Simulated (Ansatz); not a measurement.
**As₂H₃ (doublet): from Hartree-Fock to the top rungs at distance As1–As2 = 3.956 Å, cc-pVDZ**

One table from this session's results is given with a row withheld; the runs are named, their logs left out.

Method: cc-pVDZ, core rule «outside noble gas», up to 28 orbitals frozen; program: Ansatz 0.2.0, Gaussian basis.

Plan: UHF; CCSD(T) on ROHF; CCSD(T) on UHF; BCCD(T) on ROHF; CISD; CCSDT(Q) on ROHF; CCSDT(Q) on UHF; CASSCF and MRCISD+Q, 3 electrons in 3 orbitals; CASSCF and NEVPT2, 3 electrons in 3 orbitals.

34 further runs of the same task are left out: 5 for a known fault of the program, 22 that didn't finish, 7 set aside as unsound or not needed.

## What is computed

The geometry derives from a PBE0/def2-TZVP stationary point (not a proven minimum). One bond is set to the value named and the two fragments are kept rigid. No spin-orbit coupling is included. The filled d shell of As may be among the frozen orbitals whatever the setting's name suggests; the logs give the count.

5 atoms, charge 0, spin multiplicity 2.

Atoms are counted from 1 here; the program's logs count them from 0.

Bond lengths: As1–H3 1.524 Å, As1–H4 1.522 Å, As2–H5 1.528 Å. Angles: H3–As1–H4 92.9°.

Set-up of the first run:

in.yaml reads:

```yaml
crystal:
  periodic: [false, false, false]
  atoms:
    - {symbol: As, position_ang: [0.065559, 0.050027, 1.961843]}
    - {symbol: As, position_ang: [-0.041474, -0.062009, -1.991121]}
    - {symbol: H, position_ang: [-1.274914, 0.757720, 2.115448]}
    - {symbol: H, position_ang: [-0.558325, -1.329770, 2.114875]}
    - {symbol: H, position_ang: [0.042987, 1.462744, -2.054024]}
basis:
  gaussian: {orbitals: cc-pVDZ}
magnetization: {spin_polarized: true, initial_magnetization: 1}
hamiltonian: {xc: hf}
output: {orbitals: {seedname: orbitals}}
```

On the command line:

```sh
ansatz run in.yaml --threads 1 --pin off --events-out ev --progress --plain --max-ram 2393MiB
```

Steps of the session up to this table: UHF; CCSD(T) on ROHF; CCSD(T) on UHF; BCCD(T) on ROHF; CISD; CCSDT(Q) on ROHF; CCSDT(Q) on UHF; CASSCF and MRCISD+Q, 3 electrons in 3 orbitals; CASSCF and NEVPT2, 3 electrons in 3 orbitals.

One of the session's tables, all rows but one given; the rest of the session is left out.

| method | from RCCSDT(Q) (kJ/mol) |
| --- | --- |
| UHF | +595.8 |
| RMP2 | +216.3 |
| UMP2 | +138.4 |
| CISD | +229.1 |
| RCCSD | +33.2 |
| UCCSD | +21.1 |
| RCCSD(T) | +8.4 |
| UCCSD(T) | +9.3 |
| BCCD(T) | +10.2 |
| RCCSDT | +3.9 |
| UCCSDT | +3.5 |
| RCCSDT(Q) | 0 |
| UCCSDT(Q) | +1.8 |
| CASSCF pair | +612.5 |
| NEVPT2 pair | +124.3 |
| MRCISD pair | ? |
| MRCISD+Q pair | +4.0 |

**Question.** Estimate the row for MRCISD pair.

The run gave: from RCCSDT(Q) (kJ/mol): +69.3. In the column «from RCCSDT(Q) (kJ/mol)» it lies between RCCSD (+33.2) and NEVPT2 pair (+124.3).

Left out of the table: ROHF (another determinant or state than the rows shown).

Limits of these values: The determinant is far from a pure spin state, so its energy mixes those of several spin states (harmless only where they are near-degenerate, as at dissociation). The report flags that the cluster equations may have other roots. The program flags RCCSD(T), BCCD(T), RCCSDT(Q) as in doubt, so the zero of the table is itself unsure. Warnings: spin contamination; coupled cluster took another determinant than the lowest; large T1 diagnostic. Restricted and unrestricted rows rest on different reference determinants; where their highest levels disagree by more than a few hundredths of an eV, they describe different states and don't form one ladder.
